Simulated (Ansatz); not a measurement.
# NaLiICl (P4/mmm): calculation of the elastic constants

The task is a calculation of the elastic constants, for NaLiICl (P4/mmm).

All numbers are computed with Ansatz 0.2.0 through its Python package. Level of theory: DFT LDA, plane waves, PAW.

## Step 1: The structure

Symmetry: P4/mmm, No. 123, tetragonal system. The conventional cell has a = 4.092 Å, b = 4.092 Å, c = 6.215 Å, α = 90.00°, β = 90.00°, γ = 90.00°. Around Na (site symmetry 4/mmm) lie 4 Cl at 2.89 Å and 2 I at 3.11 Å. Around Li (site symmetry 4/mmm) lie 4 I at 2.89 Å and 2 Cl at 3.11 Å. Around I (site symmetry 4/mmm) lie 4 Li at 2.89 Å and 2 Na at 3.11 Å. Cl (site symmetry 4/mmm) is surrounded by 4 Na at 2.89 Å and 2 Li at 3.11 Å.

No structure file is read: the coordinates are typed or built in the script.

## Step 2: The script

File elastic.py:

```python
# -*- coding: utf-8 -*-
"""Stiffness tensor and moduli of NaLiICl."""

from dataclasses import replace

import ansatz as az
import numpy as np


def main():
    lattice = az.Lattice.of(
        (4.091636, 0.0, 0.0),
        (0.0, 4.091636, 0.0),
        (0.0, 0.0, 6.215344),
    )
    sites = [
        ("Na", (0.5, 0.5, 0.5)),
        ("Li", (0.0, 0.0, 0.0)),
        ("I", (0.5, 0.5, 0.0)),
        ("Cl", (0.0, 0.0, 0.5)),
    ]
    crystal = az.Crystal(lattice=lattice)
    for symbol, position in sites:
        crystal = crystal.atom(symbol, position)

    setup = crystal.calculation().basis(450).occupations("Fermi-Dirac").functional("LDA").kpoints(6, 6, 4)
    # first bring the cell to zero stress
    rest = setup.relax(cell=True).run().lattice
    relaxed = az.Crystal(lattice=az.Lattice.of(rest.cell_ang))
    for site in rest.sites:
        relaxed = relaxed.atom(site.symbol, site.position_frac)
    setup = replace(setup, crystal=relaxed)
    print("relaxed volume {:.3f} A^3".format(abs(np.linalg.det(rest.cell_ang))))
    done = setup.elastic("relaxed_ion").run()
    elastic = done.elastic

    print(np.array2string(np.round(elastic.c_gpa, 1) + 0.0, suppress_small=True))
    print("Voigt stress of the unstrained cell (GPa, tension positive):", np.round(elastic.sigma0_gpa, 3) + 0.0)
    print("smallest eigenvalue of C:", round(elastic.stability.min_eigenvalue_gpa, 1), "GPa; stable:", elastic.stability.stable)
    # averaged moduli need a positive definite tensor
    if elastic.stability.min_eigenvalue_gpa > 0:
        m = elastic.moduli
        anisotropy = 5 * m.g_voigt_gpa / m.g_reuss_gpa + m.k_voigt_gpa / m.k_reuss_gpa - 6
        print(f"Voigt K {m.k_voigt_gpa:.1f} G {m.g_voigt_gpa:.1f}; Reuss K {m.k_reuss_gpa:.1f} G {m.g_reuss_gpa:.1f}; universal anisotropy index {anisotropy:.3f}")


if __name__ == "__main__":
    main()
```

## Step 3: The calls as engine input

The engine receives this input (first run):

```yaml
crystal:
  lattice:
    - [4.091636, 0.0, 0.0]
    - [0.0, 4.091636, 0.0]
    - [0.0, 0.0, 6.215344]
  atoms:
    - { symbol: Na, position: [0.5, 0.5, 0.5] }
    - { symbol: Li, position: [0.0, 0.0, 0.0] }
    - { symbol: I, position: [0.5, 0.5, 0.0] }
    - { symbol: Cl, position: [0.0, 0.0, 0.5] }
basis:
  ecutwfc: 450.0
kpoints:
  mp_grid:
    grid: [6, 6, 4]
hamiltonian:
  xc: lda
scf:
  occupations:
    method: fermi_dirac
relax:
  cell: {}
```

## Step 4: The run

The run is started by

```bash
> python elastic.py
```

Without the output at hand: what should come out? Wanted: moves of the relaxation of run 1; energy gained in run 1; last largest force component of run 1; relaxed conventional cell of run 1; space group at the end of run 1; bulk modulus; shear modulus; least eigenvalue of C.

The runs gave:

| quantity | value |
| --- | --- |
| runs compared | 2 |
| moves of the relaxation of run 1 | 3 |
| energy gained in run 1 (ahead of the last change of basis) | 23.9 meV/atom |
| last largest force component of run 1 | 0.0000 eV/Å |
| relaxed conventional cell of run 1 | a = 3.954 Å, b = 3.954 Å, c = 5.924 Å, α = 90.00°, β = 90.00°, γ = 90.00° |
| space group at the end of run 1 | P4/mmm |
| bulk modulus (Hill) | 27.0 GPa |
| shear modulus (Hill) | 15.3 GPa |
| least eigenvalue of C | 10.2 GPa |

The dearest, run 2 (elastic constants), took some 4.9 times as long as run 1 (relaxation). In run 1, the volume shrank by 11.0 % over 3 moves, and the space group stayed P4/mmm. C is positive definite: mechanically stable against homogeneous strain. The ratio K/G is 1.76, on the ductile side of Pugh's 1.75. A positive definite tensor excludes instabilities under uniform strain alone; phonons elsewhere in the zone can still be imaginary. The structure comes from a database of computed cells and needn't be a stable or known phase. The constants belong to the cell that was strained; where it wasn't relaxed first it may be under stress.
